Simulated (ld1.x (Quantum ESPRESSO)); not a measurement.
# How the scale of all radii shapes a PAW potential for Co, part 2 of 2

Aim: generate and test one potential in full, then change the scale of all radii and see what happens to hardness, ghosts and transferability.

ld1.x (Quantum ESPRESSO) 7.5; first potential LDA (PZ), scalar-relativistic. The steps go on from the part before.

## 6. Variant: scale of all radii = 0.78

Input file Co.in:

```
 &input
   title='Co', zed=27., rel=1, dft='PZ', iswitch=3,
   config='[Ar] 3d7 4s2 4p0',
   nld=3, rlderiv=1.60, eminld=-9.0, emaxld=5.0, deld=0.04
 /
 &inputp
   pseudotype=3, lpaw=.true., tm=.true., lloc=-1, rcloc=0.94,
   nlcc=.false.,
   which_augfun='BESSEL', rmatch_augfun=0.78,
   file_pseudopw='Co.UPF', file_wfcaegen='ae.wfc', file_wfcncgen='nc.wfc', file_beta='beta', file_chi='chi', file_wfcusgen='us.wfc'
 /
6
3S  1  0   2.00   0.00  0.82  0.90  0.0
4S  2  0   2.00   0.00  0.82  0.90  0.0
3P  2  1   6.00   0.00  0.90  0.98  0.0
4P  3  1   0.00   0.00  0.90  0.98  0.0
3D  3  2   7.00   0.00  1.06  1.44  0.0
3D  3  2   0.00   1.75  1.06  1.44  0.0
 &test
   configts(1)='3s2 3p6 3d7 4s2 4p0'
 /
```

Command:

```console
ld1.x < Co.in > Co.out
```

What the program wrote to Co.out (without the banner and most projector matrices):

```text
     Program LD1 v.7.5
     [... all-electron run as in step 2 ...]


     --------------------- Generating PAW atomic setup --------------------

      Generating local potential from pseudized AE potential:
      Matching radius rcloc =   0.9400

      Local pseudo, rcloc= 0.932 Estimated cut-off energy=    28.51 Ry

      Computing core charge for PAW:

       r > 0.37 : true rho core
       r < 0.37 : rho core = a sin(br)/r    a=  55.48  b=   7.11

      Integrated core pseudo-charge :   3.92
      Wfc-us  3S rcutus= 0.909  Estimated cut-off energy=    59.79 Ry
      Wfc-us  4S rcutus= 0.909  Estimated cut-off energy=    85.84 Ry
      Wfc-us  3P rcutus= 0.979  Estimated cut-off energy=    83.44 Ry
      Wfc-us  4P rcutus= 0.979  Estimated cut-off energy=   109.25 Ry
      Wfc-us  3D rcutus= 1.425  Estimated cut-off energy=    57.08 Ry
      Wfc-us  3D rcutus= 1.425  Estimated cut-off energy=    99.12 Ry

     Required augmentation: BESSEL   radius:    0.780000
     Suggested rho cutoff for augmentation: 162.34 Ry

     Estimated PAW energy = -371.306523 Ryd

     The PAW screened D coefficients
    14.49584     3.56970     0.00000     0.00000     0.00000     0.00000
     3.56970     0.88926     0.00000     0.00000     0.00000     0.00000
     0.00000     0.00000     1.67294     0.27443     0.00000     0.00000
     0.00000     0.00000     0.27443     0.04568     0.00000     0.00000
     0.00000     0.00000     0.00000     0.00000    -1.19553    -0.53776
     0.00000     0.00000     0.00000     0.00000    -0.53776    -1.17749

     The PAW descreened D coefficients (US)
     3.11180     0.72857     0.00000     0.00000     0.00000     0.00000
     0.72857     0.17588     0.00000     0.00000     0.00000     0.00000
     0.00000     0.00000     0.71560     0.12146     0.00000     0.00000
     0.00000     0.00000     0.12146     0.02044     0.00000     0.00000
     0.00000     0.00000     0.00000     0.00000    12.38043     5.18541
     0.00000     0.00000     0.00000     0.00000     5.18541    -0.35014

     ------------------- End of pseudopotential generation -------------------

     [... all-electron run as in step 2 ...]


     Computing logarithmic derivative in   1.60469
     Computing logarithmic derivative in   1.60469
     Computing the partial wave expansion
     R is outside the sphere for l=    0 j= 0.00
     R is outside the sphere for l=    0 j= 0.00
     R is outside the sphere for l=    1 j= 0.00
     R is outside the sphere for l=    1 j= 0.00
     R is outside the sphere for l=    2 j= 0.00
     R is outside the sphere for l=    2 j= 0.00

     ---------------------- Testing the pseudopotential ----------------------

     Co
     scalar relativistic calculation

     atomic number is 27.00   valence charge is 17.00
     dft = SLA  PZ   NOGX NOGC   lsd =0 sic =0 latt =0  beta=0.20 tr2=1.0E-14
     mesh =1193 r(mesh) =  99.89935 xmin = -7.00 dx = 0.01250

     n l     nl             e AE (Ry)        e PS (Ry)    De AE-PS (Ry)
     1 0     3S   1( 2.00)       -7.48729       -7.48732        0.00003
     2 1     3P   1( 6.00)       -4.81507       -4.81508        0.00001
     3 2     3D   1( 7.00)       -0.62172       -0.62169       -0.00003
     2 0     4S   1( 2.00)       -0.41749       -0.41748       -0.00001
     3 1     4P   1( 0.00)       -0.10222       -0.10222       -0.00000

     eps = 1.9E-16  iter =  6

     Etot =   -2781.547307 Ry,   -1390.773653 Ha,  -37844.879062 eV
     Etotps =  -371.306711 Ry,    -185.653355 Ha,   -5051.885162 eV

     Ekin =     328.758930 Ry,     164.379465 Ha,    4472.993114 eV
     Encl =    -837.460916 Ry,    -418.730458 Ha,  -11394.236231 eV
     Ehrt =     251.184520 Ry,     125.592260 Ha,    3417.539496 eV
     Ecxc =    -113.789244 Ry,     -56.894622 Ha,   -1548.181541 eV

     ---------------------- End of pseudopotential test ----------------------
```

Run time: 1.7 s. Hardware: 1 thread, shared host. This counts the later configuration tests of the new file too.

The new file went through the configuration test as well (its log is not shown).

The tests as a table, with energies relative to 3s2 3p6 3d7 4s2 4p0. Spin-polarised rows fill open shells by Hund's rule and count from the unpolarised reference.

```csv
valence configuration,charge,ΔE all-electron (eV),error AE − PS (meV)
3s2 3p6 3d7 4s1 4p0,+1,9.296,-0.7
3s2 3p6 3d7 4s0 4p0,+2,26.380,-2.0
3s2 3p6 3d6 4s0 4p0,+3,62.569,+15
3s2 3p6 3d6 4s2 4p0,+1,15.460,+19
3s2 3p6 3d8 4s0 4p0,+1,6.705,+13
3s2 3p6 3d7 4s1.5 4p0,+0.5,3.721,-0.4
3s2 3p6 3d7 4s0 4p1,+1,14.748,-1.1
3s2 3p6 3d7 4s2 4p0 (spin-polarised),0,-1.983,+17
3s2 3p6 3d7 4s1 4p0 (spin-polarised),+1,6.717,+16
```

Against the first potential, the loose cutoff is 90 Ry, the largest error in the tests that it solved is +19 meV (3s2 3p6 3d6 4s2 4p0), there is no bound ghost and the overlap operator is now positive definite.

## 7. Variant: scale of all radii = 1.39

Input file Co.in:

```
 &input
   title='Co', zed=27., rel=1, dft='PZ', iswitch=3,
   config='[Ar] 3d7 4s2 4p0',
   nld=3, rlderiv=2.80, eminld=-9.0, emaxld=5.0, deld=0.04
 /
 &inputp
   pseudotype=3, lpaw=.true., tm=.true., lloc=-1, rcloc=1.66,
   nlcc=.false.,
   which_augfun='BESSEL', rmatch_augfun=1.38,
   file_pseudopw='Co.UPF', file_wfcaegen='ae.wfc', file_wfcncgen='nc.wfc', file_beta='beta', file_chi='chi', file_wfcusgen='us.wfc'
 /
6
3S  1  0   2.00   0.00  1.46  1.60  0.0
4S  2  0   2.00   0.00  1.46  1.60  0.0
3P  2  1   6.00   0.00  1.60  1.74  0.0
4P  3  1   0.00   0.00  1.60  1.74  0.0
3D  3  2   7.00   0.00  1.88  2.56  0.0
3D  3  2   0.00   1.75  1.88  2.56  0.0
 &test
   configts(1)='3s2 3p6 3d7 4s2 4p0'
 /
```

Command:

```console
ld1.x < Co.in > Co.out
```

What the program wrote to Co.out (without the banner and most projector matrices):

```text
     Program LD1 v.7.5
     [... all-electron run as in step 2 ...]


     --------------------- Generating PAW atomic setup --------------------

      Generating local potential from pseudized AE potential:
      Matching radius rcloc =   1.6600

      Local pseudo, rcloc= 1.656 Estimated cut-off energy=     9.01 Ry

      Computing core charge for PAW:

       r > 0.37 : true rho core
       r < 0.37 : rho core = a sin(br)/r    a=  55.48  b=   7.11

      Integrated core pseudo-charge :   3.92
      Wfc-us  3S rcutus= 1.615  Estimated cut-off energy=    21.85 Ry
      Wfc-us  4S rcutus= 1.615  Estimated cut-off energy=    45.12 Ry
      Wfc-us  3P rcutus= 1.740  Estimated cut-off energy=    28.90 Ry
      Wfc-us  4P rcutus= 1.740  Estimated cut-off energy=    22.15 Ry
      Wfc-us  3D rcutus= 2.532  Estimated cut-off energy=    18.68 Ry
      Wfc-us  3D rcutus= 2.532  Estimated cut-off energy=    17.49 Ry

     Required augmentation: BESSEL   radius:    1.380000
     Suggested rho cutoff for augmentation:  51.40 Ry

     Estimated PAW energy = -371.306533 Ryd

     The PAW screened D coefficients
    -4.09354     1.10598     0.00000     0.00000     0.00000     0.00000
     1.10598     0.11677     0.00000     0.00000     0.00000     0.00000
     0.00000     0.00000    -4.57836    -0.35389     0.00000     0.00000
     0.00000     0.00000    -0.35389     0.04412     0.00000     0.00000
     0.00000     0.00000     0.00000     0.00000    -0.82855     0.15441
     0.00000     0.00000     0.00000     0.00000     0.15441     0.22778

     The PAW descreened D coefficients (US)
    -0.45168    -0.17918     0.00000     0.00000     0.00000     0.00000
    -0.17918    -0.94716     0.00000     0.00000     0.00000     0.00000
     0.00000     0.00000     1.33884     0.56431     0.00000     0.00000
     0.00000     0.00000     0.56431     0.11037     0.00000     0.00000
     0.00000     0.00000     0.00000     0.00000     8.07874     2.03685
     0.00000     0.00000     0.00000     0.00000     2.03685     0.13645

     ------------------- End of pseudopotential generation -------------------

     [... all-electron run as in step 2 ...]


     Computing logarithmic derivative in   2.81632
     Computing logarithmic derivative in   2.81632
     Computing the partial wave expansion
     R is outside the sphere for l=    0 j= 0.00
     R is outside the sphere for l=    0 j= 0.00
     R is outside the sphere for l=    1 j= 0.00
     R is outside the sphere for l=    1 j= 0.00
     R is outside the sphere for l=    2 j= 0.00
     R is outside the sphere for l=    2 j= 0.00

     ---------------------- Testing the pseudopotential ----------------------

     Co
     scalar relativistic calculation

     atomic number is 27.00   valence charge is 17.00
     dft = SLA  PZ   NOGX NOGC   lsd =0 sic =0 latt =0  beta=0.20 tr2=1.0E-14
     mesh =1193 r(mesh) =  99.89935 xmin = -7.00 dx = 0.01250

     n l     nl             e AE (Ry)        e PS (Ry)    De AE-PS (Ry)
     1 0     3S   1( 2.00)       -7.48729       -7.48725       -0.00004
     2 1     3P   1( 6.00)       -4.81507       -4.81502       -0.00004
     3 2     3D   1( 7.00)       -0.62172       -0.62168       -0.00004
     2 0     4S   1( 2.00)       -0.41749       -0.41749       -0.00000
     3 1     4P   1( 0.00)       -0.10222       -0.10222       -0.00000

     eps = 3.4E-15  iter =  9

     Etot =   -2781.547307 Ry,   -1390.773653 Ha,  -37844.879062 eV
     Etotps =  -371.306464 Ry,    -185.653232 Ha,   -5051.881799 eV

     Ekin =     328.755200 Ry,     164.377600 Ha,    4472.942366 eV
     Encl =    -837.457252 Ry,    -418.728626 Ha,  -11394.186376 eV
     Ehrt =     251.184800 Ry,     125.592400 Ha,    3417.543312 eV
     Ecxc =    -113.789212 Ry,     -56.894606 Ha,   -1548.181101 eV

     ---------------------- End of pseudopotential test ----------------------
```

Wall time 0.98 s (1 thread, shared host). (Generation and the later configuration tests together.)

The test run was repeated on this file; only its results are given.

8 tests gave no usable energy difference (3s2 3p6 3d7 4s0 4p0; 3s2 3p6 3d6 4s0 4p0; 3s2 3p6 3d6 4s2 4p0; 3s2 3p6 3d8 4s0 4p0; others); the test run stopped with "negative rho".

Excitation and ionisation energies from 3s2 3p6 3d7 4s2 4p0, with the error of the potential. A star marks tests that logged a warning.

```tsv
valence configuration	charge	ΔE all-electron (eV)	error AE − PS (meV)
3s2 3p6 3d7 4s1 4p0 *	+1	9.296	+5.3
```

With this change the loose cutoff is 40 Ry, the largest error in the tests that it solved is +5.3 meV (3s2 3p6 3d7 4s1 4p0), there is no bound ghost and the overlap operator is now positive definite.

## 8. Results

The summary covers parts 1 to 2.

Cutoffs, loose and tight: the cutoffs (Ry, on a coarse ladder) from which the occupation-weighted sum of valence levels, in a spherical-Bessel basis at the reference potential, stays within 10 and 1 mRy of its value at 400 Ry; empty and scattering waves don't count. Test errors are all-electron less pseudo. The phase difference is the largest within 1 Ry of zero, over the channels with partial waves. A dash means not determined. The table holds 5 more runs of the series, not printed above.

```tsv
scale of all radii	outcome	cutoff, loose	cutoff, tight	bound ghosts	largest test error (meV)	phase difference near zero (rad)	lowest overlap eigenvalue (Bessel basis)
0.78	generated	90 Ry	160 Ry	none	+19	0.000	0.382
0.88	generated, overlap not positive	–	–	not determined	+327	0.003	-0.888
0.99	generated, overlap not positive	–	–	not determined	-11 (3 tests unsolved)	0.002	-0.143
1 (first)	generated, overlap not positive	–	–	not determined	-9.6 (2 tests unsolved)	0.002	-0.170
1.07	generated, overlap not positive	–	–	not determined	-10	0.002	-0.019
1.17	generated, overlap not positive	–	–	not determined	-14	0.002	-0.168
1.27	generated	45 Ry	70 Ry	none	+37	0.002	0.015
1.39	generated	40 Ry	60 Ry	none	+5.3 (8 tests unsolved)	0.003	0.118
```

The loose cutoff is 90 Ry at 0.78, 45 Ry at 1.27 and 40 Ry at 1.39. The largest test error shows no steady trend; it lies between 10 meV and 327 meV. Runs with unsolved tests are left out of that trend. The overlap operator is not positive at 0.88, 0.99, 1, 1.07, 1.17.

The first potential by itself. The overlap operator is not positive definite in s, so a plane-wave run would break down once the basis is large enough. The worst unpolarised test, 3s2 3p6 3d8 4s0 4p0, is off by 9.6 meV on 6.7 eV; by total energies transferability rates as good where solved. The test run broke off, so later configurations gave nothing; the verdict rests on few tests.
